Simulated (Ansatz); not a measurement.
Runs of Ansatz 0.2.0 on ScTaN. Symmetry: P-3m1, No. 164, trigonal system. The conventional cell has a = 3.085 Å, b = 3.085 Å, c = 10.340 Å, α = 90.00°, β = 90.00°, γ = 120.00°. Ta (site symmetry 3m) has 3 N at 2.20 Å as nearest neighbours. Sc (site symmetry -3m) is surrounded by 6 Sc at 3.09 Å and 6 Ta at 3.10 Å. Sc (site symmetry -3m) is surrounded by 6 N at 2.23 Å. Around N (site symmetry 3m) lie 3 Ta at 2.20 Å and 3 Sc at 2.23 Å. The cell comes from a database or a generator and needn't be the stable form of this composition.

```tsv
potentials or basis	cutoff (eV)	gap on the mesh (eV)	pressure (GPa)	relaxed volume (Å³/atom)
JTH PAW	1350	none	0.0	13.76
PseudoDojo standard (PBEsol files)	1143	none	0.0	13.74
Ansatz PAW earlier set	870	none	0.0	13.74
PseudoDojo stringent (PBEsol files)	1796	none	0.0	(a)
```

Alike in all rows: task relaxation of cell and atoms; level PBEsol; no spin polarisation; cell relaxed; k mesh 10 × 10 × 3; smearing fermi-dirac 0.05 eV.

Question: Fill in the values left out.

Answer: (a) 13.73.

Caveats: the plane-wave basis is chosen anew once the cell has moved, so the energies of steps on either side of that aren't comparable; the PAW data sets come from PBE, with cores solved anew for the run's functional, which leaves a small shift of forces and pressure (some runs).

A k mesh can miss the band edges, and the runs leave out spin-orbit coupling on Ta.

A gap of «none» marks a metal or a gap under the smearing width.

Not every run made on this cell is shown here.
